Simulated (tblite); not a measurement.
# Ga14H14N14: the cost of one run

Programs: tblite 0.8.0 and PySCF 2.14.0, with routines of our own; each step states its level. All values are computed. Atoms count from 0.

## 1. The system as given

42 atoms, charge 0, multiplicity 1; geometry from: force field, distance geometry or constructed start.

## 2. Relaxing the molecule with GFN2-xTB

The job: settings as JSON, then the geometry in Å.

```
{"job": {"kind": "relax", "xc": "GFN2-xTB", "basis": "xTB"}, "charge": 0, "multiplicity": 1}
N     -2.408800     2.280300    -0.001600
Ga    -4.019100     3.209700    -0.006900
N     -5.612800     2.279800     0.001000
Ga    -5.618700     0.436500    -0.006200
N     -4.016900    -0.494100     0.003400
Ga    -2.417000     0.431600    -0.002600
N      3.995000     2.283800    -0.003300
Ga     2.396100     3.209800     0.001500
N      0.793300     2.280000    -0.000400
Ga     0.787800     0.431300     0.001600
N      2.390600    -0.494100    -0.002100
Ga     3.992400     0.430100    -0.000000
N     -7.223600    -0.492200     0.005000
Ga    -7.218000    -2.343500    -0.002700
N     -5.620200    -3.262800     0.000200
Ga    -4.017800    -2.342300     0.006300
N      7.199500     2.284000     0.000900
Ga     5.595900     3.203700    -0.001000
N      5.596400    -0.491100     0.002500
Ga     7.201900     0.433000     0.002700
Ga    -0.813900     3.210900     0.001500
N     -0.812500    -0.491400    -0.000200
Ga    -0.808200    -2.338300     0.006600
N      0.786400    -3.272200    -0.001500
Ga     2.393200    -2.340300     0.000900
N      3.988800    -3.268800     0.002500
Ga     5.597700    -2.340600    -0.000700
N     -2.414300    -3.267300     0.001200
H     -4.015300     4.757500    -0.002000
H     -6.517600     2.802500     0.003400
H      2.396300     4.757700    -0.001100
H     -8.122700     0.028400     0.000200
H     -8.563500    -3.117800    -0.001900
H     -5.615900    -4.309200     0.003700
H      8.101000     2.803900    -0.003300
H      5.597500     4.759300    -0.002900
H      8.540700    -0.342800    -0.004100
H     -0.810700     4.759600    -0.002600
H      0.791700    -4.311800    -0.000100
H      3.990100    -4.304500     0.001200
H      6.939200    -3.120200     0.003800
H     -2.407800    -4.313500     0.003700
```

The run is started by

```bash
$ OMP_NUM_THREADS=2 python large_run.py task.json out
```

One launch serves the whole session: the jobs run in the order shown.

Q: Estimate the wall time and peak memory of this first job on 2 threads of Intel Xeon Platinum 8488C, shared host.

About 3.5 s, with a peak of 0.16 GiB.
